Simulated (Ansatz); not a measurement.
# AlRu (CsCl type): how the settings move a single-point run

Aim: see which settings change the result for AlRu (CsCl type), by how much, and at what cost.

Computed with Ansatz 0.2.0 (reference: DFT, r2SCAN, PAW with Ansatz's default frozen-core files, scalar-relativistic, unless a step's input says otherwise).

## (1) The starting structure

The structure is cubic, space group Pm-3m (No. 221). The conventional cell has a = 2.982 Å, b = 2.982 Å, c = 2.982 Å, α = 90.00°, β = 90.00°, γ = 90.00°. Around Ru (site symmetry m-3m) lie 8 Al at 2.58 Å. Al (site symmetry m-3m) has 8 Ru at 2.58 Å in its first shell of neighbours.

Structure file:

```
CELL_PARAMETERS angstrom
0.00000 0.00000 2.98202
2.98202 -2.98202 0.00000
2.98202 2.98202 0.00000
ATOMIC_POSITIONS crystal
Ru 0.00000 0.00000 0.00000
Ru 0.00000 0.50000 0.50000
Al 0.50000 0.50000 0.00000
Al 0.50000 0.00000 0.50000
```

## (2) The reference run

Contents of input.yaml:

```yaml
crystal:
  lattice:
    - [0.0, 0.0, 2.9820244748]
    - [2.9820244748, -2.9820244748, 0.0]
    - [2.9820244748, 2.9820244748, 0.0]
  atoms:
    - { symbol: Ru, position: [0.0, 0.0, 0.0] }
    - { symbol: Ru, position: [0.0, 0.5, 0.5] }
    - { symbol: Al, position: [0.5, 0.5, 0.0] }
    - { symbol: Al, position: [0.5, 0.0, 0.5] }
kpoints:
  mp_grid: { grid: [14, 10, 10] }
scf:
  occupations: { method: fermi_dirac, width: 0.05 }
hamiltonian:
  xc: r2scan
  pseudopotentials: { kind: paw }
output:
  forces: true
  stress: true
  eigenvalues: true
```

Command:

```console
$ ansatz run input.yaml --threads 2 --pin off --max-ram 4096MiB --backend cpu --events-out ev --progress --plain --runs-dir out
```

From the output:

```text
[...]
Basis set: ecut = 500 eV, 1371 PW (Γ), exchange–correlation on 96×128×128 points (64 copies of the dense FFT grid, shifted against one another)
[...]
k-points: 168 of 1400
[...]
SCF iter   1: F=—  HF=-12865.056046 eV  |F-HF|=—  |Δ(HF+E_count)|=         —  Δρ=6.98e-3  dr2=1.21e-2  dr2_τ=4.54e-2  ethr=1.77e-3  ⟨swp⟩=5.9  Hψ=17388  notcnv=0
preconditioner: auto → Kerker (q_TF=auto, 2.581 Å⁻¹)  [metal: Δε(μ)=0.002 eV  Ē_g=6.410 eV  σ=0.050 eV  W_gap=0.01  n_scr=18 (ndim 8)  ℏωp=23.9 eV  f_vac=0.000  D(μ)=3.13/eV (n_scr^D=30)]
SCF iter   2: F=—  HF=-12865.094361 eV  |F-HF|=—  |Δ(HF+E_count)|=   3.83e-2  Δρ=3.97e-3  dr2=5.30e-3  dr2_τ=1.46e-4  ethr=3.19e-5  ⟨swp⟩=2.0  Hψ=8151  notcnv=0  defer=12
[...]
SCF iter   5: F=—  HF=-12865.093219 eV  |F-HF|=—  |Δ(HF+E_count)|=   1.67e-5  Δρ=8.00e-5  dr2=4.03e-6  dr2_τ=1.53e-7  ethr=1.25e-7  ⟨swp⟩=2.0  Hψ=4143  notcnv=0  defer=12
SCF iter   6: F=-12865.093217 eV  HF=-12865.093217 eV  |F-HF|=2.23e-8  |Δ(HF+E_count)|=   1.44e-6  Δρ=1.37e-5  dr2=8.38e-8  dr2_τ=5.09e-9  ethr=2.63e-10  ⟨swp⟩=3.8  Hψ=16663  notcnv=0
[...]
SCF converged after 6 iterations
Free energy (F): -12865.093217 eV
[...]
E sigma→0 (E₀):  -12865.080253 eV
[...]
Fermi energy:    16.156460 eV
[...]
  P = ⅓ Tr σ = 0.0992 GPa (0.992 kbar)
[...]
```

Wall time 15 s (2 threads of Arm Neoverse V1, shared host); peak memory 0.56 GiB.

## (3) Changed: scf.algorithm direct_min

Edit input.yaml of step 2 so:

```diff
@@ -14,2 +14,3 @@
   occupations: { method: fermi_dirac, width: 0.05 }
+  algorithm: direct_min
 hamiltonian:
```

Command:

```console
$ ansatz run input.yaml --threads 2 --pin off --max-ram 4096MiB --backend cpu --events-out ev --progress --plain --runs-dir out
```

Output:

```text
Engine: ansatz 0.2.0
Pseudopotentials: kind: paw
Pseudopotential: Ru, paw, valence charge 16, recommended cutoff 500 eV (meta_gga)
Pseudopotential: Al, paw, valence charge 3, recommended cutoff 500 eV (meta_gga)
Functional definition: r2SCAN
  parameter k0 = 0.174
  parameter k1 = 0.065
  parameter a1 = 4.9479
  exchange = r2scan_x(k0 = k0, k1 = k1, a1 = a1)
  correlation = r2scan_c
Crystal: 4 atoms, lattice volume = 53.035 Å³
Basis set: ecut = 500 eV, 1371 PW (Γ), exchange–correlation on 96×128×128 points (64 copies of the dense FFT grid, shifted against one another)
Bands: 23, of which v1, the nominal top of the filled ones, is band 19 counted from 1 (18 counted from 0)
Symmetry: 32 space group operations
Space group: Pm-3m (ITA 221), of the structure as read, at distance tolerance 3.8e-5 Å
k-points: 168 of 1400
Non-local potential: Ru, projectors of the file, l = 0: 3, l = 1: 2, l = 2: 2, l = 3: 1
Non-local potential: Al, projectors of the file, l = 0: 2, l = 1: 2, l = 2: 1
PAW form: soft (Blöchl's): semilocal exchange-correlation on the pseudo side does not see the compensation charge
PAW frozen core: Ru, regenerated for the run's functional (the file was generated under x = pbe(κ = 0.804, μ = 0.2195149727645171), c = pbe(β = 0.06672455060314922))
PAW frozen core: Al, regenerated for the run's functional (the file was generated under x = pbe(κ = 0.804, μ = 0.2195149727645171), c = pbe(β = 0.06672455060314922))
PAW one-centre angular grid: Ru, 590 points (default); XC on 160 Gauss nodes
PAW one-centre angular grid: Al, 302 points (default); XC on 160 Gauss nodes
Initial density: superposition of atomic densities (neutral atoms: chi_scale 0, normalization atom), corrected by the library's trained network
Initial wavefunctions: pseudopotential atomic-orbital guess
Functional: x = r2scan, c = r2scan; τ floored in thin density (d = 2e-4 eV/Å³)
SCF iter   1: F=—  HF=-12865.055095 eV  |F-HF|=—  |Δ(HF+E_count)|=         —  Δρ=6.93e-3  dr2=1.22e-2  dr2_τ=4.53e-2  ethr=1.77e-3  ⟨swp⟩=5.7  Hψ=15876  notcnv=0
preconditioner: auto → Kerker (q_TF=auto, 2.581 Å⁻¹)  [metal: Δε(μ)=0.002 eV  Ē_g=6.411 eV  σ=0.050 eV  W_gap=0.01  n_scr=18 (ndim 8)  ℏωp=23.9 eV  f_vac=0.000  D(μ)=3.13/eV (n_scr^D=30)]
SCF iter   2: F=—  HF=-12865.093899 eV  |F-HF|=—  |Δ(HF+E_count)|=   3.88e-2  Δρ=2.67e-3  dr2=2.77e-3  dr2_τ=3.70e-4  ethr=3.21e-5  ⟨swp⟩=4.0  Hψ=11523  notcnv=0  defer=47
iter 3 solved again at ethr=4.84e-7 eV; its pass at ethr=7.29e-6 eV (dr2=1.84e-4 eV) is discarded
SCF iter   3: F=—  HF=-12865.093264 eV  |F-HF|=—  |Δ(HF+E_count)|=   6.34e-4  Δρ=5.84e-4  dr2=1.98e-4  dr2_τ=2.02e-5  ethr=4.84e-7  ⟨swp⟩=3.1  Hψ=15998  notcnv=0  defer=4
SCF iter   4: F=—  HF=-12865.093217 eV  |F-HF|=—  |Δ(HF+E_count)|=   4.73e-5  Δρ=1.53e-5  dr2=5.91e-8  dr2_τ=1.01e-8  ethr=4.84e-7  ⟨swp⟩=2.0  Hψ=7156  notcnv=0  defer=3
SCF iter   5: F=-12865.093217 eV  HF=-12865.093217 eV  |F-HF|=8.14e-9  |Δ(HF+E_count)|=   3.28e-7  Δρ=4.30e-6  dr2=1.08e-8  dr2_τ=9.23e-10  ethr=1.56e-10  ⟨swp⟩=5.2  Hψ=13273  notcnv=0  defer=3
the search or the solves at the SCF's close seem to have found levels that the self-consistency loop had missed (the run counts 4). By its estimate they hold under 1e-12 electrons; where the run keeps them, the occupations were computed again with them
SCF 1 converged in 5 iterations: F = -12865.093217 eV  dr2 = 1.08e-8
  Residual-converged pass: ⟨swp⟩=2.6  Hψ=7231  notcnv=0  max |occ|·‖R‖ = 6.6e-6 eV (tolerance 6.7e-6 eV)  dr2=1.09e-8  dr2_τ=9.26e-10  dr2_onsite=3.42e-10  max |Δocc| = 1.2e-9
SCF converged after 5 iterations
Stability not checked: this state was not tested for a lower state beside it, because a direct minimisation reached the state, and no test of it is asked (direct_minimisation; see scf.lower_state_search)
Free energy (F): -12865.093217 eV
Harris-Foulkes:  -12865.093217 eV  (|F-HF|=8.14e-9)
Internal energy: -12865.067288 eV  (E = F + TS)
E sigma→0 (E₀):  -12865.080253 eV
Entropy (-TS):   -0.025929 eV (-6.482 meV/atom)
Fermi energy:    16.156329 eV
--- Per-component energies (eV) ---
  E_band       = -266.234381
  E_kinetic    = 1087.407313
  E_local      = -3576.674267  (includes V_loc(G=0)·N_el)
  E_nonlocal   = 707.889044
  E_hartree    = 1272.147810
  E_xc         = -446.118011
  E_vxc        = -603.281630  (∫ρ·V_xc dr)
  E_paw        = -7906.518594  (= ΣΔE_a)
  E_vpaw       = -467.115094  (= ΣTr[D̂ρ^β])
  E_aug_tail   = 0.000182  (compensation charges beyond the density's cutoff)
  E_vtau       = 41.251445  (kinetic-family band-sum trace: ∫τ·v_τ [+ j·A + Jᵃ·Aᵃ] dr)
  E_ewald      = -4002.458637
  E_core_change = -0.742127  (= ΣΔE_core)
  E_smearing   = -0.025929  (= −TS)
  E_closure    = -0.000000  (closes the sum)
  Σ components = -12865.093217   (vs F -12865.093217, Δ=0.00e0)
--- Forces (eV/Å), atoms counted from 1 ---
  atom   1  Ru     0.00000000     0.00000000    -0.00000000
  atom   2  Ru     0.00000000    -0.00000000     0.00000000
  atom   3  Al     0.00000000     0.00000000     0.00000000
  atom   4  Al     0.00000000     0.00000000     0.00000000
  max |Σ_I F_I| component: 7.02e-29 eV/Å
--- Stress (GPa, compression-positive) ---
        0.100386      -0.000000       0.000000
       -0.000000       0.100386       0.000000
        0.000000      -0.000000       0.095717
  P = ⅓ Tr σ = 0.0988 GPa (0.988 kbar)
--- Band table (eV; the first three rows and the last of 168) ---
  k-point 0: bands = ["-57.7577", "-57.7213", "-27.1297", "-27.1297", "-26.9236", "-26.9230", "-26.9230", "-26.8820", "5.9447", "9.7950", "12.4224", "12.4226", "12.9730", "14.6685", "14.6685", "14.8888", "14.8888", "16.3236", "16.3236", "16.3239", "17.8940", "21.8872", "22.7234"]
  k-point 1: bands = ["-57.7568", "-57.7222", "-27.1252", "-27.1247", "-26.9287", "-26.9281", "-26.9226", "-26.8830", "6.0469", "9.8257", "12.4590", "12.4590", "12.7629", "14.5732", "14.6605", "14.9009", "14.9207", "16.1925", "16.2460", "16.2847", "18.0070", "22.0238", "22.5096"]
  k-point 2: bands = ["-57.7541", "-57.7247", "-27.1122", "-27.1101", "-26.9450", "-26.9430", "-26.9197", "-26.8860", "6.3488", "9.8432", "12.3235", "12.5573", "12.5681", "14.3237", "14.6116", "14.9403", "15.0140", "15.8168", "16.0451", "16.1732", "18.3154", "21.9787", "22.1738"]
  k-point 167: bands = ["-57.7213", "-57.7213", "-27.1302", "-27.1302", "-27.1297", "-27.1297", "-26.8814", "-26.8814", "9.7954", "9.7954", "12.9722", "12.9722", "14.6676", "14.6676", "14.6686", "14.6686", "14.8888", "14.8888", "14.8890", "14.8890", "17.8941", "17.8941", "21.8877"]
```

Run time: 39 s. Hardware: 2 threads of Arm Neoverse V1, shared host; peak memory 0.87 GiB.

With the changed solver the energy agrees within 0.5 meV/atom. Cost: 5 SCF cycles against 6, 39 s against 15 s.

## (4) All runs together

| run | ending | energy change | pressure (GPa) | gap (eV) | force (eV/Å) | cycles | time |
| --- | --- | --- | --- | --- | --- | --- | --- |
| reference | converged | 0 | 0.1 | 0.00 | 0.00 | 6 | 15 s |
| 1: scf.algorithm direct_min | converged | 0.0 meV/atom | 0.1 | 0.00 | 0.00 | 5 | 39 s |

Residual by cycle in the longest SCF loop of each run; runs are numbered as in the table. The quantity is the density residual dr2, in eV.

| cycle | reference | run 1 |
| --- | --- | --- |
| 1 | 0.0121 | 0.0122 |
| 2 | 0.0053 | 0.00277 |
| 3 | 6.6e-4 | 2.0e-4 |
| 4 | 4.8e-5 | 5.9e-8 |
| 5 | 4.0e-6 | 1.1e-8 |
| 6 | 8.4e-8 | - |

What this shows: Same state: the changed solver leaves the energy within 0.5 meV/atom. Cost: 5 SCF cycles against 6, 39 s against 15 s.
